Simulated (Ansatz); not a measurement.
# C6H16O4Ti: up Jacob's ladder to CCSD(T)

The task here is to estimate one member of a computed series from the others.

The runs use Ansatz 0.2.0, Gaussian basis; functionals in def2-TZVPP, the program's frozen cores in correlated methods.

The runs, in order: LDA (SPW92), PBE-D4, revPBE-D4, BLYP-D4, r2SCAN-D4, B97M-V, PBE0-D4, B3LYP-D4, r2SCANh-D4, r2SCAN0-D4, HSE06-D4, BHLYP-D4, CAM-B3LYP-D4, LC-ωPBE, ωB97X-V, ωB97M-V, B2PLYP, PBE-QIDH; CCSD(T)/def2-SVP; CCSD(T)/def2-TZVPP; MP2/def2-QZVPP; extrapolation to the limit; RPA on PBE.

### The geometry

The geometry comes from an earlier relaxation with PBE0-D4 in a triple-zeta def2 set; it is a stationary point, not always the lowest conformer.

SMILES `CC[O][Ti]([OH])([O]CC)[O]CC`, 27 atoms, charge 0, spin multiplicity 1.

Atoms are counted from 1 here; the program's logs count them from 0.

Bond lengths: C1–C2 1.513 Å, C1–H12 1.093 Å, C1–H13 1.092 Å, C1–H14 1.092 Å, C2–O3 1.398 Å, C2–H15 1.098 Å, C2–H16 1.098 Å, O3–Ti4 1.791 Å, Ti4–O5 1.817 Å, Ti4–O6 1.784 Å, Ti4–O9 1.783 Å, O5–H17 0.958 Å, O6–C7 1.395 Å, C7–C8 1.513 Å, C7–H18 1.097 Å, C7–H19 1.097 Å, C8–H20 1.093 Å, C8–H21 1.092 Å and more. Angles: C2–C1–H12 110.4°, C2–C1–H13 110.5°, C2–C1–H14 110.6°, H12–C1–H13 108.5°, H12–C1–H14 108.5°, H13–C1–H14 108.3°, C1–C2–O3 110.8°, C1–C2–H15 110.2°, C1–C2–H16 110.1°, O3–C2–H15 109.9°, O3–C2–H16 108.6°, H15–C2–H16 107.2°, C2–O3–Ti4 143.4°, O3–Ti4–O5 109.0°, O3–Ti4–O6 108.6°, O3–Ti4–O9 108.9°, O5–Ti4–O6 111.0°, O5–Ti4–O9 108.7° and more.

The first run:

The input, in.yaml:

```yaml
crystal:
  periodic: [false, false, false]
  atoms:
    - {symbol: C, position_ang: [-1.147479, -3.531676, -0.808965]}
    - {symbol: C, position_ang: [-0.671515, -2.663864, 0.334791]}
    - {symbol: O, position_ang: [-0.554793, -1.330738, -0.068074]}
    - {symbol: Ti, position_ang: [-0.988266, 0.348638, 0.377703]}
    - {symbol: O, position_ang: [-2.484399, 0.321273, 1.407851]}
    - {symbol: O, position_ang: [-1.257238, 1.283549, -1.117758]}
    - {symbol: C, position_ang: [-0.866860, 2.281396, -2.011000]}
    - {symbol: C, position_ang: [0.485244, 2.865628, -1.662956]}
    - {symbol: O, position_ang: [0.344932, 1.055861, 1.326966]}
    - {symbol: C, position_ang: [1.677238, 1.049933, 1.738698]}
    - {symbol: C, position_ang: [2.290837, -0.332032, 1.674741]}
    - {symbol: H, position_ang: [-1.215445, -4.575719, -0.492236]}
    - {symbol: H, position_ang: [-0.455313, -3.468755, -1.651081]}
    - {symbol: H, position_ang: [-2.133278, -3.209299, -1.150772]}
    - {symbol: H, position_ang: [-1.366783, -2.738274, 1.181502]}
    - {symbol: H, position_ang: [0.308968, -3.010199, 0.687612]}
    - {symbol: H, position_ang: [-3.385206, 0.524990, 1.154805]}
    - {symbol: H, position_ang: [-0.845090, 1.853475, -3.021237]}
    - {symbol: H, position_ang: [-1.629547, 3.070490, -2.010789]}
    - {symbol: H, position_ang: [0.754927, 3.649829, -2.374866]}
    - {symbol: H, position_ang: [0.472881, 3.296579, -0.659506]}
    - {symbol: H, position_ang: [1.257460, 2.093060, -1.694586]}
    - {symbol: H, position_ang: [2.245901, 1.745500, 1.107228]}
    - {symbol: H, position_ang: [1.721776, 1.436304, 2.764530]}
    - {symbol: H, position_ang: [3.334181, -0.298651, 1.998672]}
    - {symbol: H, position_ang: [2.255293, -0.725417, 0.656353]}
    - {symbol: H, position_ang: [1.749876, -1.022482, 2.325874]}
basis:
  gaussian: {orbitals: def2-TZVPP}
hamiltonian: {xc: lda}
output: {orbitals: {seedname: orbitals}}
```

Started as:

```console
> ansatz run in.yaml --threads 11 --pin off --events-out ev --progress --plain --max-ram 120832MiB --backend cuda --devices 0, --max-vram 75GiB
```

Steps of the session up to this table: LDA; PBE-D4 (GGA); revPBE-D4 (GGA); BLYP-D4 (GGA); r2SCAN-D4 (meta-GGA); B97M-V (meta-GGA); B3LYP-D4 (hybrid); r2SCANh-D4 (hybrid); r2SCAN0-D4 (hybrid); HSE06-D4 (hybrid); BHLYP-D4 (hybrid); CAM-B3LYP-D4 (range-separated); LC-ωPBE (range-separated); ωB97X-V (range-separated); ωB97M-V (range-separated); B2PLYP (double hybrid); PBE-QIDH (double hybrid).

One of the session's tables, all rows but one given; the rest of the session is left out.

It belongs to the step «Frontier levels by functional». 

| functional | HOMO (eV) | gap (eV) |
| --- | --- | --- |
| LDA (SPW92) | -6.26 | 4.48 |
| PBE-D4 | -6.10 | 4.53 |
| revPBE-D4 | -6.03 | 4.55 |
| BLYP-D4 | -6.01 | 4.52 |
| r2SCAN-D4 | -6.41 | 4.93 |
| B97M-V | ? | ? |
| PBE0-D4 | -7.60 | 6.98 |
| B3LYP-D4 | -7.37 | 6.47 |
| r2SCANh-D4 | -6.98 | 5.85 |
| r2SCAN0-D4 | -7.83 | 7.28 |
| HSE06-D4 | -7.20 | 6.20 |
| BHLYP-D4 | -9.07 | 9.58 |
| CAM-B3LYP-D4 | -9.02 | 9.50 |
| LC-ωPBE | -10.30 | 11.96 |
| ωB97X-V | -10.01 | 11.61 |
| ωB97M-V | -9.95 | 11.28 |

Estimate the missing values for B97M-V.

The run gave: HOMO (eV): -6.56; gap (eV): 5.00. In the column «HOMO (eV)» it lies between r2SCANh-D4 (-6.98) and r2SCAN-D4 (-6.41).
